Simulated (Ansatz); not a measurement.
**AsF3 (arsenic trifluoride): levels of theory compared**

Aim: a comparison of 6 runs (BLYP/cc-pVDZ, PBE0/cc-pVDZ, r2SCAN/cc-pVDZ, wB97X/cc-pVDZ, BCCD(T)/cc-pVDZ, CCSD/cc-pVDZ) of AsF3 (arsenic trifluoride). 

Program for the calculation: Ansatz 0.2.0.

33 further runs of the same task are left out: 3 that didn't finish, 30 set aside as unsound or not needed.

### 1 The system as given

The species is AsF3 (4 atoms), meant as a singlet with charge 0. SMILES: `F[As](F)F`. One bond was lengthened or shortened from a relaxed shape.

Bond lengths: F1–As2 1.973 Å, As2–F3 1.715 Å, As2–F4 1.715 Å. Angles: F1–As2–F3 95.9°, F1–As2–F4 95.9°, F3–As2–F4 95.9°.

### 2 The energy at BLYP/cc-pVDZ (run 1)

Contents of molecule.yaml:

```yaml
crystal:
  periodic: [false, false, false]
  atoms:
    - symbol: F
      position_ang: [-0.443458, 0.523517, 1.585896]
    - symbol: As
      position_ang: [-0.461950, -0.457240, -0.125630]
    - symbol: F
      position_ang: [1.203970, -0.865930, -0.112740]
    - symbol: F
      position_ang: [-0.296160, 0.927580, -1.124280]
basis:
  gaussian:
    orbitals: cc-pVDZ
hamiltonian:
  xc: {name: BLYP}
accuracy: high
output:
  orbitals: {seedname: orbitals}
```

The run is started by

```console
ansatz run molecule.yaml --threads 1 --pin off --max-ram 3480MiB --events-out events.jsonl --progress --plain --runs-dir runs
```

Standard output:

```text
Warning: RAYON_NUM_THREADS=1 ignored (pool sized by the plan → 1); use --threads N
Functional definition: BLYP
  name "BLYP"
  parameter beta = 0.0042
  parameter a = 0.04918
  parameter b = 0.132
  parameter c = 0.2533
  parameter d = 0.349
  exchange = b88_x(beta = beta)
  correlation = lyp_c(a = a, b = b, c = c, d = d)
1400 factors; integrals over basis functions are off by at most 4.5e-9 eV
mean field evaluation 1: about -68987.3475 eV, gradient 6.1e1 eV
mean field evaluation 2: about -68892.8624 eV, gradient 2.3e2 eV
mean field evaluation 4: about -68992.8532 eV, gradient 2.2e1 eV
mean field evaluation 8: about -68993.6147 eV, gradient 5.4e-1 eV
mean field evaluation 16: about -68993.6154 eV, gradient 1.1e-4 eV
mean field -68993.61535838 eV, -2535.4685988684 hartree, gradient 5.1e-9 eV, S^2 0.000000; 0 other end points of the search recorded, 0 dependent functions left out
reference -68993.61539408 eV, -2535.4686001803 hartree; 30, 30 occupied and 39, 39 virtual orbitals, 1400 factors
Total energy: -68993.61539408 eV, -2535.4686001803 hartree
```

Run time: 3.6 s. Hardware: 1 thread of Arm Neoverse V2, shared host; peak memory 0.16 GiB.

### 3 The energy at PBE0/cc-pVDZ (run 2)

Contents of molecule.yaml:

```yaml
crystal:
  periodic: [false, false, false]
  atoms:
    - {symbol: F, position_ang: [-0.443458, 0.523517, 1.585896]}
    - {symbol: As, position_ang: [-0.461950, -0.457240, -0.125630]}
    - {symbol: F, position_ang: [1.203970, -0.865930, -0.112740]}
    - {symbol: F, position_ang: [-0.296160, 0.927580, -1.124280]}
basis:
  gaussian:
    orbitals: cc-pVDZ
hamiltonian:
  xc: {name: PBE0}
accuracy: high
output: {orbitals: {seedname: orbitals}}
```

The run is started by

```console
ansatz run molecule.yaml --threads 1 --pin off --max-ram 3480MiB --events-out events.jsonl --progress --plain --runs-dir runs
```

Standard output:

```text
Warning: RAYON_NUM_THREADS=1 ignored (pool sized by the plan → 1); use --threads N
Functional definition: PBE0
  name "PBE0"
  parameter a = 0.25
  parameter kappa = 0.804
  parameter beta = 0.06672455060314922
  exchange = (1 - a)*pbe_x(kappa = kappa, mu = beta*pi^2/3) + a*exact_x
  correlation = pbe_c(beta = beta)
1400 factors; integrals over basis functions are off by at most 4.5e-9 eV
mean field evaluation 1: about -68972.4447 eV, gradient 5.3e1 eV
mean field evaluation 2: about -68954.4415 eV, gradient 1.2e2 eV
mean field evaluation 4: about -68977.3247 eV, gradient 5.8e0 eV
mean field evaluation 8: about -68977.4646 eV, gradient 1.8e-1 eV
mean field evaluation 16: about -68977.4646 eV, gradient 1.9e-5 eV
mean field -68977.46463064 eV, -2534.8750705713 hartree, gradient 4.7e-8 eV, S^2 0.000000; 0 other end points of the search recorded, 0 dependent functions left out
reference -68977.46463211 eV, -2534.8750706252 hartree; 30, 30 occupied and 39, 39 virtual orbitals, 1400 factors
Total energy: -68977.46463211 eV, -2534.8750706252 hartree
```

Run time: 4.2 s. Hardware: 1 thread of Arm Neoverse V2, shared host; peak memory 0.21 GiB.

### 4 The energy at r2SCAN/cc-pVDZ (run 3)

Contents of in.yaml:

```yaml
crystal:
  periodic: [false, false, false]
  atoms:
    - {symbol: F, position_ang: [-0.443458, 0.523517, 1.585896]}
    - {symbol: As, position_ang: [-0.461950, -0.457240, -0.125630]}
    - {symbol: F, position_ang: [1.203970, -0.865930, -0.112740]}
    - {symbol: F, position_ang: [-0.296160, 0.927580, -1.124280]}
basis:
  gaussian:
    orbitals: cc-pVDZ
hamiltonian:
  xc: {name: r2SCAN}
accuracy: high
output: {orbitals: {seedname: orbitals}}
```

The run is started by

```console
ansatz run in.yaml --threads 1 --pin off --max-ram 3480MiB --events-out events.jsonl --progress --plain --runs-dir runs
```

Standard output:

```text
Warning: RAYON_NUM_THREADS=1 ignored (pool sized by the plan → 1); use --threads N
Functional definition: r2SCAN
  name "r2SCAN"
  parameter k0 = 0.174
  parameter k1 = 0.065
  parameter a1 = 4.9479
  exchange = r2scan_x(k0 = k0, k1 = k1, a1 = a1)
  correlation = r2scan_c
1400 factors; integrals over basis functions are off by at most 4.5e-9 eV
mean field evaluation 1: about -68983.9742 eV, gradient 5.5e1 eV
mean field evaluation 2: about -68933.1784 eV, gradient 1.7e2 eV
mean field evaluation 4: about -68988.8012 eV, gradient 1.4e1 eV
mean field evaluation 8: about -68989.1055 eV, gradient 3.5e-1 eV
mean field evaluation 16: about -68989.1057 eV, gradient 2.2e-5 eV
mean field -68989.10574924 eV, -2535.3028737890 hartree, gradient 3.9e-8 eV, S^2 0.000000; 0 other end points of the search recorded, 0 dependent functions left out
reference -68989.10574964 eV, -2535.3028738039 hartree; 30, 30 occupied and 39, 39 virtual orbitals, 1400 factors
Total energy: -68989.10574964 eV, -2535.3028738039 hartree
```

It took 7.2 s on 1 thread of Arm Neoverse V2, shared host; peak memory 0.2 GiB.

Runs 4 to 5 aren't shown in full; the table further down has their settings and results.

### 5 A single-point energy at CCSD/cc-pVDZ (run 6)

Changes to molecule.yaml since step 3:

```diff
@@ -10,5 +10,7 @@
     orbitals: cc-pVDZ
-hamiltonian:
-  xc: {name: PBE0}
+correlation:
+  method: ccsd
+  frozen_orbitals: {As: 9, F: 1}
 accuracy: high
-output: {orbitals: {seedname: orbitals}}
+scf:
+  omitted_lower_state_checks: [cluster_reference, increment]
```

The run is started by

```console
ansatz run molecule.yaml --threads 1 --pin off --max-ram 3480MiB --events-out events.jsonl --progress --plain --runs-dir runs
```

Standard output:

```text
Warning: RAYON_NUM_THREADS=1 ignored (pool sized by the plan → 1); use --threads N
[... 12 lines left out ...]
12 core orbitals not correlated: weight in the atoms' cores, before any rotation towards them, 1.000 or more for the frozen orbitals, at most 0.000 for the correlated occupied ones
[... 25 lines left out ...]
Total energy: -68932.60438876 eV, -2533.2264870894 hartree
Checks for a lower state left out: cluster_reference, increment
```

Run time: 7.5 s. Hardware: 1 thread of Arm Neoverse V2, shared host; peak memory 0.27 GiB.

### 6 All runs side by side

```tsv
run	level	frozen core orbitals	energy (Eh)	HOMO energy (eV)	LUMO energy (eV)	HOMO–LUMO gap (eV)	wall time
1	BLYP/cc-pVDZ	–	-2535.468600	-7.81	-2.38	5.43	3.6 s
2	PBE0/cc-pVDZ	–	-2534.875071	-9.77	-1.79	7.98	4.2 s
3	r2SCAN/cc-pVDZ	–	-2535.302874	-8.54	-2.53	6.01	7.2 s
4	wB97X/cc-pVDZ	–	-2535.402574	-12.06	0.50	12.56	14 s
5	BCCD(T)/cc-pVDZ	12	-2533.242537	–	–	–	12 s
6	CCSD/cc-pVDZ	12	-2533.226487	–	–	–	7.5 s
```

### 7 What came out

| quantity | value |
| --- | --- |
| run 6: total energy | -2533.22649 Eh |
| run 6: correlation energy (12 core orbitals frozen) | -699.6 mEh |
| run 6: T1 diagnostic | 0.015 |

In words: Over runs 1, 2, 3, 4 the HOMO–LUMO gap runs from 5.43 eV (BLYP/cc-pVDZ) to 12.56 eV (wB97X/cc-pVDZ). Totals of different functionals can't be ranked against each other. All runs together took 49 s, the longest 14 s.
